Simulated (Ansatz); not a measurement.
HfIn4SiO6:

```xyz
12
Lattice="3.2302 -5.5777 -0.0247 3.2302 5.5777 -0.0247 -1.4907 0.0000 6.3203" Properties=species:S:1:pos:R:3 pbc="T T T"
Hf    0.6440    0.0000    0.0526
In    4.1040   -1.7301    0.0202
In    4.1040    1.7301    0.0202
In    1.7482   -1.8121    3.0400
In    1.7482    1.8121    3.0400
Si    4.8557    0.0000    2.7718
O     4.0293   -1.3765    2.3731
O     4.0293    1.3765    2.3731
O    -0.2525    0.0000    1.8631
O     5.2892    0.0000    4.3477
O     1.7422   -1.5806    0.4557
O     1.7422    1.5806    0.4557
```

The cell was built by a generator and needn't be a form met in nature.

Base run:

| Item | Value |
| --- | --- |
| Program | Ansatz 0.2.0 |
| Functional | PBE |
| Potentials or basis | all-electron LAPW, scalar-relativistic |
| Cutoff | 495 eV (chosen from the basis error) |
| Basis error allowed | 0.002 eV/atom |
| k mesh | 4 × 4 × 3 |
| Occupations | fermi-dirac, width 0.05 eV |
| Spin | no spin polarisation |

Its results: band gap on the k mesh 0.56 eV, indirect (least direct gap 0.83 eV); pressure 0.0 GPa; largest force 0.008 eV/Å.

The run is repeated on the same cell with these changes: k mesh from 4 × 4 × 3 to 3 × 3 × 2. What comes out?

Band gap on the k mesh 0.80 eV, indirect (least direct gap 1.29 eV); pressure 0.0 GPa; largest force 0.022 eV/Å.

Caveats: some runs use coarse meshes; spin-orbit coupling is left out, which moves the levels of the heavy elements; an odd mesh through Γ misses points on the zone boundary, where band edges often lie (some runs); the mesh misses the band edges, which the band path finds closer together (some runs).
